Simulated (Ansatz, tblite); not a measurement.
# SnH(OtBu)3 (C12H28O3Sn): one state, many levels

One table from this session's results is given with a row withheld; the runs are named, their logs left out.

Program: Ansatz 0.2.0, Gaussian basis. Level of theory: as each input shows. These are calculated values, not measurements.

Levels to be run: GFN1-xTB, GFN2-xTB, PBE-D4/def2-TZVP, r2SCAN-D4/def2-TZVP, r2SCANh-D4/def2-TZVP, ωB97X-V/def2-TZVP, r2SCAN0-D4/def2-TZVP, PBE-D4/def2-SVP, PBE0-D4/def2-SVP, MP2/def2-SVP, RPA/def2-SVP.

## The structure

The geometry is that of the singlet, from an earlier relaxation (PBE-D4/def2-SVP).

44 atoms, charge 0, spin multiplicity 1.

Bond lengths: Sn1–H2 1.731 Å, Sn1–O3 2.018 Å, Sn1–O17 2.017 Å, Sn1–O31 2.017 Å, O3–C4 1.444 Å, C4–C5 1.537 Å, C4–C6 1.534 Å, C4–C7 1.537 Å, C5–H8 1.109 Å, C5–H9 1.112 Å, C5–H10 1.109 Å, C6–H11 1.108 Å, C6–H12 1.109 Å, C6–H13 1.108 Å, C7–H14 1.109 Å, C7–H15 1.108 Å, C7–H16 1.109 Å, O17–C18 1.444 Å and more. Angles: H2–Sn1–O3 110.6°, H2–Sn1–O17 110.1°, H2–Sn1–O31 110.6°, O3–Sn1–O17 108.6°, O3–Sn1–O31 108.2°, O17–Sn1–O31 108.7°, Sn1–O3–C4 122.9°, O3–C4–C5 110.4°, O3–C4–C6 104.6°, O3–C4–C7 109.6°, C5–C4–C6 110.7°, C5–C4–C7 110.4°, C6–C4–C7 111.0°, C4–C5–H8 111.4°, C4–C5–H9 110.5°, C4–C5–H10 110.5°, H8–C5–H9 107.1°, H8–C5–H10 108.0° and more.

Sn takes a core potential in the def2 sets. No spin-orbit coupling is included.

PBE0-D4/def2-TZVP was run before; its log isn't repeated, and its numbers join the tables.

The first run:

Tight binding, by tblite at 300 K electronic temperature and without a spin-polarisation term:

```python
tblite.interface.Calculator('GFN1-xTB', numbers, positions, charge=0, uhf=0).singlepoint()
```

Tight binding, by tblite at 300 K electronic temperature and without a spin-polarisation term:

```python
tblite.interface.Calculator('GFN2-xTB', numbers, positions, charge=0, uhf=0).singlepoint()
```

start.molden holds the orbitals of an earlier run on this state, given as this run's starting guess.

The input, in.yaml:

```yaml
crystal:
  periodic: [false, false, false]
  atoms:
    - {symbol: Sn, position_ang: [-0.052830, -0.030940, 1.264335]}
    - {symbol: H, position_ang: [-0.102329, -0.067899, 2.994221]}
    - {symbol: O, position_ang: [1.848919, -0.179477, 0.606508]}
    - {symbol: C, position_ang: [2.620867, 0.962511, 0.176004]}
    - {symbol: C, position_ang: [2.512993, 2.100252, 1.203758]}
    - {symbol: C, position_ang: [4.063018, 0.445558, 0.089106]}
    - {symbol: C, position_ang: [2.122150, 1.434332, -1.198835]}
    - {symbol: H, position_ang: [3.160924, 2.957469, 0.928603]}
    - {symbol: H, position_ang: [1.470126, 2.482304, 1.253281]}
    - {symbol: H, position_ang: [2.821554, 1.746036, 2.208537]}
    - {symbol: H, position_ang: [4.401436, 0.084355, 1.080458]}
    - {symbol: H, position_ang: [4.752071, 1.244233, -0.252314]}
    - {symbol: H, position_ang: [4.122205, -0.399686, -0.624674]}
    - {symbol: H, position_ang: [1.071549, 1.779521, -1.120078]}
    - {symbol: H, position_ang: [2.170645, 0.604186, -1.931809]}
    - {symbol: H, position_ang: [2.735929, 2.274509, -1.583777]}
    - {symbol: O, position_ang: [-0.834509, 1.699740, 0.585319]}
    - {symbol: C, position_ang: [-2.141496, 1.791801, -0.022031]}
    - {symbol: C, position_ang: [-3.192773, 1.112251, 0.869705]}
    - {symbol: C, position_ang: [-2.412485, 3.298444, -0.128650]}
    - {symbol: C, position_ang: [-2.116038, 1.139029, -1.412888]}
    - {symbol: H, position_ang: [-4.215299, 1.239187, 0.458910]}
    - {symbol: H, position_ang: [-2.998592, 0.019820, 0.935403]}
    - {symbol: H, position_ang: [-3.175660, 1.548676, 1.889149]}
    - {symbol: H, position_ang: [-2.399005, 3.762377, 0.877449]}
    - {symbol: H, position_ang: [-3.398693, 3.492839, -0.596403]}
    - {symbol: H, position_ang: [-1.629111, 3.784314, -0.743253]}
    - {symbol: H, position_ang: [-1.894695, 0.056819, -1.317472]}
    - {symbol: H, position_ang: [-1.336332, 1.608246, -2.045854]}
    - {symbol: H, position_ang: [-3.092992, 1.248436, -1.926967]}
    - {symbol: O, position_ang: [-1.109041, -1.564873, 0.490643]}
    - {symbol: C, position_ang: [-0.489961, -2.758685, -0.036807]}
    - {symbol: C, position_ang: [0.541980, -3.310417, 0.959543]}
    - {symbol: C, position_ang: [-1.649501, -3.746946, -0.219511]}
    - {symbol: C, position_ang: [0.180540, -2.443236, -1.383002]}
    - {symbol: H, position_ang: [0.972032, -4.270220, 0.607186]}
    - {symbol: H, position_ang: [1.386750, -2.597794, 1.079054]}
    - {symbol: H, position_ang: [0.070190, -3.488186, 1.947453]}
    - {symbol: H, position_ang: [-2.141467, -3.944995, 0.753333]}
    - {symbol: H, position_ang: [-1.290117, -4.708543, -0.638281]}
    - {symbol: H, position_ang: [-2.406157, -3.323242, -0.908971]}
    - {symbol: H, position_ang: [0.995295, -1.705941, -1.234792]}
    - {symbol: H, position_ang: [-0.558732, -2.020469, -2.092593]}
    - {symbol: H, position_ang: [0.616642, -3.355719, -1.838986]}
basis:
  gaussian: {orbitals: def2-TZVP, fitting: {mean_field: def2-universal-jkfit}, initial_orbitals: start.molden}
hamiltonian: {xc: pbe, dispersion: d4}
scf: {omitted_lower_state_checks: [starts]}
output: {orbitals: {seedname: orbitals}}
```

Launch:

```sh
ansatz run in.yaml --threads 2 --pin off --events-out ev --progress --plain --max-ram 22528MiB --backend cuda --devices 0, --max-vram 18GiB
```

Among the steps run: PBE-D4/def2-TZVP; r2SCAN-D4/def2-TZVP; r2SCANh-D4/def2-TZVP; ωB97X-V/def2-TZVP; r2SCAN0-D4/def2-TZVP; PBE-D4/def2-SVP; PBE0-D4/def2-SVP; MP2/def2-SVP; RPA/def2-SVP.

One table of the session follows, with a row left open; its other results are not shown here.

It belongs to the step «Binding energy». 

```
               level  binding an atom (eV)
         HF/def2-SVP                 3.058
     PBE-D4/def2-SVP                     ?
    PBE-D4/def2-TZVP                 4.167
 r2SCAN-D4/def2-TZVP                 4.096
r2SCANh-D4/def2-TZVP                 4.074
    PBE0-D4/def2-SVP                 4.143
   PBE0-D4/def2-TZVP                 4.102
r2SCAN0-D4/def2-TZVP                 4.042
   ωB97X-V/def2-TZVP                 4.096
        MP2/def2-SVP                 3.966
```

**Question.** Estimate the row for PBE-D4/def2-SVP.

**Answer.** binding an atom (eV): 4.206. In the column «binding an atom (eV)» it is the highest.

Caveats from the session: Free atoms were run apart at each level; binding is atoms less cluster, divided by the number of atoms, without zero-point or spin-orbit terms.
